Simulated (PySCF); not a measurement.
# C4H9Ga: the cost of one run

Computed with PySCF 2.14.0, with density-fitted response routines of our own, on a single molecule in the gas phase. Atoms are numbered from 0 throughout.

## 1. The starting structure

14 atoms, charge 0, multiplicity 1; geometry from: GFN2-xTB. The atoms were then displaced at random by about 0.01 Å, so the start is not that level's minimum.

Bonds of the start (Å): Ga0–C1 2.06, C1–C2 1.55, C2–C3 1.51, C3–C4 1.52, C4–C1 1.54, Ga0–H5 1.56, Ga0–H6 1.61, C1–H7 1.08, C2–H8 1.08, C2–H9 1.10, C3–H10 1.12, C3–H11 1.08, C4–H12 1.11, C4–H13 1.11.

## 2. Optimising the geometry at PBE0-D3(BJ)/def2-SVP

Job settings and geometry (Å):

```
{"job": {"xc": "PBE0", "basis": "def2-SVP", "d3": "d3bj", "grid": 1, "shake": 0.01, "kind": "geom"}, "charge": 0, "multiplicity": 1}
Ga     1.964860     0.478220     0.448700
C      0.150540    -0.427200     0.807480
C     -0.286250    -1.138310    -0.499130
C     -0.932480     0.162070    -0.914580
C     -0.960680     0.605390     0.541700
H      3.092730    -0.171890    -0.418200
H      2.218750     2.016010     0.853940
H      0.062980    -1.008180     1.719380
H     -0.973130    -1.943420    -0.298980
H      0.534840    -1.496100    -1.136150
H     -1.939720     0.070970    -1.398470
H     -0.293410     0.787470    -1.512040
H     -0.740930     1.675970     0.725980
H     -1.905260     0.373930     1.072590
```

Launch:

```sh
> OMP_NUM_THREADS=1 python probes_run.py task.json out
```

This one command runs all jobs of the session in turn.

Q: Estimate the wall time and peak memory of this first job on 1 thread of Arm Neoverse V1, shared host.

About 55 s, with a peak of 0.52 GiB.
